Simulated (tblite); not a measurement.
# C6H9BF2: the cost of one run

The runs use tblite 0.8.0 and PySCF 2.14.0, with density-fitted response routines of our own; the level of theory stands in each step. All values are computed, except where a source is named. Atoms are numbered from 0 throughout.

## 1. The starting structure

18 atoms, charge 0, multiplicity 1; geometry from: force field or distance geometry start.

Bonds of the start (Å): F0–B1 1.45, B1–F2 1.47, B1–C3 1.58, C3–C4 1.52, C4–C5 1.51, C5–C6 1.50, C6–C7 1.52, C7–C8 1.50, C8–C3 1.50, C8–C4 1.49, C3–H9 1.11, C4–H10 1.09, C5–H11 1.10, C5–H12 1.10, C6–H13 1.10, C6–H14 1.11, C7–H15 1.11, C7–H16 1.10, C8–H17 1.09.

## 2. Geometry optimisation with GFN2-xTB

Job settings and geometry (Å):

```
{"job": {"kind": "relax", "xc": "GFN2-xTB", "basis": "xTB"}, "charge": 0, "multiplicity": 1}
F      3.327600     1.816400    -0.100600
B      2.723900     0.504600    -0.220600
F      3.644100    -0.637600    -0.126800
C      1.217200     0.307400    -0.656500
C      0.405700    -0.784200     0.017700
C     -0.847400    -1.302300    -0.645800
C     -1.928900    -0.320200    -0.314200
C     -1.188900     1.004200    -0.343700
C      0.118800     0.653800     0.305900
H      0.941000     0.489300    -1.710900
H      0.887400    -1.440300     0.744400
H     -1.077000    -2.280000    -0.190800
H     -0.684700    -1.349100    -1.735500
H     -2.675300    -0.364100    -1.114600
H     -2.396500    -0.462100     0.677100
H     -1.729900     1.771000     0.255600
H     -1.070300     1.300100    -1.400300
H      0.324500     1.099400     1.283000
```

Run with:

```
> OMP_NUM_THREADS=1 python probes_run.py task.json out
```

One launch serves the whole session: the jobs run in the order shown.

Q: Estimate the wall time and peak memory of this first job on 1 thread of Intel Xeon at 2.50GHz, shared host.

About 1.4 s, with a peak of 0.18 GiB.
